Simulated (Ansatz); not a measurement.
# Rb: the cost of one run

Method: DFT LDA, scalar-relativistic, plane waves, PAW, in Ansatz 0.2.0.

24 further runs of the same task are left out: 24 set aside as unsound or not needed.

## (1) The starting structure

The structure is cubic, space group Im-3m (No. 229). The conventional cell has a = 5.388 Å, b = 5.388 Å, c = 5.388 Å, α = 90.00°, β = 90.00°, γ = 90.00°.

As a file:

```
CELL_PARAMETERS angstrom
-2.69405 2.69405 2.69405
2.69405 -2.69405 2.69405
2.69405 2.69405 -2.69405
ATOMIC_POSITIONS crystal
Rb 0.00000 0.00000 0.00000
```

This cell was relaxed beforehand with the same method: volume 78.21 Å³/atom, gap on the mesh none (metal).

## (2) The scan

The energy is mapped over volume and the cell's shape.

The axes are (1) volume per atom: 7 values from 65.7 to 90.7 Å³; (2) c/a of the conventional cell: 9 values from 0.861 to 1.566.

Nothing else is relaxed (symmetry fixes all fractional coordinates). Energies count from the relaxed crystal. Points are written as (first, second).

## (3) Point (82.4 Å³, 0.861)

File input.yaml:

```yaml
crystal:
  lattice:
    - [-2.881108546, 2.881108546, 2.4812106798]
    - [2.881108546, -2.881108546, 2.4812106798]
    - [2.881108546, 2.881108546, -2.4812106798]
  atoms:
    - { symbol: Rb, position: [0.0, 0.0, 0.0] }
basis:
  ecutwfc: 420
kpoints:
  mp_grid: { grid: [14, 14, 14] }
hamiltonian:
  xc: lda
scf:
  occupations: { method: gaussian, width: 0.15 }
output:
  forces: true
  stress: true
  eigenvalues: true
```

Run with:

```console
$ ansatz run input.yaml --threads 1 --pin off --max-ram 2048MiB --backend cpu --events-out ev --progress --plain --runs-dir out
```

Q: Estimate wall time and peak memory on 1 thread of Intel Xeon Platinum 8488C (Sapphire Rapids), shared host.

About 5.6 s, with a peak of 0.5 GiB.
